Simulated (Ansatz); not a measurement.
# B2H7NSi: the cost of one run

Program: Ansatz 0.2.0. Level of theory: RKS PBE0/def2-SVP. These are calculated values, not measurements.

## (1) Starting point

Bond lengths: B1–B2 1.597 Å, B2–N3 1.506 Å, N3–Si4 1.751 Å, B1–H5 1.239 Å, B1–H6 1.186 Å, B2–H7 1.204 Å, N3–H8 1.116 Å, Si4–H9 1.539 Å, Si4–H10 1.420 Å, Si4–H11 1.471 Å. Angles (14 of 15 angles, heavy atoms first): B1–B2–N3 118.9°, B2–N3–Si4 110.1°, B1–B2–H7 120.4°, N3–B2–H7 119.9°, B2–B1–H5 120.7°, B2–B1–H6 124.6°, B2–N3–H8 105.6°, Si4–N3–H8 104.0°, N3–Si4–H9 105.6°, N3–Si4–H10 113.0°, N3–Si4–H11 111.7°, H5–B1–H6 114.7°, H9–Si4–H10 109.3°, H9–Si4–H11 104.7°.

Coordinates:

```xyz
11

B    -1.1189    1.6086   -0.1672
B     0.3679    1.0246   -0.1839
N     0.7292   -0.0757    0.7786
Si    0.2802   -1.6309    0.1109
H    -1.4328    2.5595   -0.8962
H    -1.9960    1.1970    0.5165
H     1.2308    1.5717   -0.8202
H     1.8442   -0.1030    0.7985
H    -1.2575   -1.6305    0.0565
H     0.7963   -1.8443   -1.1952
H     0.6220   -2.7339    1.0224
```

## (2) Relaxing end A

Contents of input.yaml:

```yaml
crystal:
  periodic: [false, false, false]
  atoms:
    - { symbol: B, position_ang: [-1.1189, 1.6086, -0.1672] }
    - { symbol: B, position_ang: [0.3679, 1.0246, -0.1839] }
    - { symbol: "N", position_ang: [0.7292, -0.0757, 0.7786] }
    - { symbol: Si, position_ang: [0.2802, -1.6309, 0.1109] }
    - { symbol: H, position_ang: [-1.4328, 2.5595, -0.8962] }
    - { symbol: H, position_ang: [-1.996, 1.197, 0.5165] }
    - { symbol: H, position_ang: [1.2308, 1.5717, -0.8202] }
    - { symbol: H, position_ang: [1.8442, -0.103, 0.7985] }
    - { symbol: H, position_ang: [-1.2575, -1.6305, 0.0565] }
    - { symbol: H, position_ang: [0.7963, -1.8443, -1.1952] }
    - { symbol: H, position_ang: [0.622, -2.7339, 1.0224] }
basis:
  gaussian: { orbitals: def2-SVP }
hamiltonian:
  xc: pbe0
relax:
  f_tol: 0.015
  max_steps: 40
```

Launch:

```
ansatz run input.yaml --threads 2 --pin off --max-ram 3072MiB --backend cpu --events-out ev --progress --plain --runs-dir out
```

**Question.** How long does this run take on 2 threads of Intel Xeon Platinum 8375C at 2.90GHz (Ice Lake), shared host, and how much memory does it need?

About 63 s, with a peak of 0.2 GiB.
